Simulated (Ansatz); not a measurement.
# DyGe3P: the cost of one run

Computed with Ansatz 0.2.0 (DFT PBE, scalar-relativistic, plane waves, PAW; 4f electrons in the core of a trivalent norm-conserving potential, unless a step's input says otherwise).

## (1) The starting structure

Symmetry: Pm-3m, No. 221, cubic system. Conventional cell: a = 4.555 Å, b = 4.555 Å, c = 4.555 Å, α = 90.00°, β = 90.00°, γ = 90.00°. Dy (site symmetry m-3m) has 12 Ge at 3.22 Å as nearest neighbours. Ge (site symmetry 4/mmm) is surrounded by 2 P at 2.28 Å. Around P (site symmetry m-3m) lie 6 Ge at 2.28 Å.

Coordinates:

```xyz
5
Lattice="4.5549 0.0000 0.0000 0.0000 4.5549 0.0000 0.0000 0.0000 4.5549" Properties=species:S:1:pos:R:3 pbc="T T T"
Dy    0.0000    0.0000    0.0000
Ge    0.0000    2.2774    2.2774
Ge    2.2774    0.0000    2.2774
Ge    2.2774    2.2774    0.0000
P     2.2774    2.2774    2.2774
```

Recipe of the guess: species swapped into a database cell of ErBPd3 (Pm-3m, No. 221), with Dy on the Er sites, P on the B sites and Ge on the Pd sites. Lengths come from tabulated atomic sizes and are only a guess.

## (2) Probe: one point on a coarse mesh

input.yaml reads:

```yaml
crystal:
  lattice:
    - [4.55485395, 0.0, 0.0]
    - [0.0, 4.55485395, 0.0]
    - [0.0, 0.0, 4.55485395]
  atoms:
    - { symbol: Dy, position: [0.0, 0.0, 0.0] }
    - { symbol: Ge, position: [0.0, 0.5, 0.5] }
    - { symbol: Ge, position: [0.5, 0.0, 0.5] }
    - { symbol: Ge, position: [0.5, 0.5, 0.0] }
    - { symbol: P, position: [0.5, 0.5, 0.5] }
basis:
  ecutwfc: 630
kpoints:
  mp_grid: { grid: [4, 4, 4] }
hamiltonian:
  xc: pbe
  pseudopotentials:
    kind: paw
    azcp: { Dy: "pseudopotentials/pbe/nc/lanthanide_3plus/Dy.nc.azcp" }
scf:
  occupations: { method: gaussian, width: 0.1 }
  lower_state_search: "off"
output:
  forces: true
  stress: true
  eigenvalues: true
```

Command:

```bash
> ansatz run input.yaml --threads 1 --pin off --max-ram 2560MiB --backend cpu --events-out ev --progress --plain --runs-dir out
```

Q: Estimate wall time and peak memory on 1 thread of AMD EPYC 9R45 (Zen 5), shared host.

About 1.6 s, with a peak of 0.43 GiB.
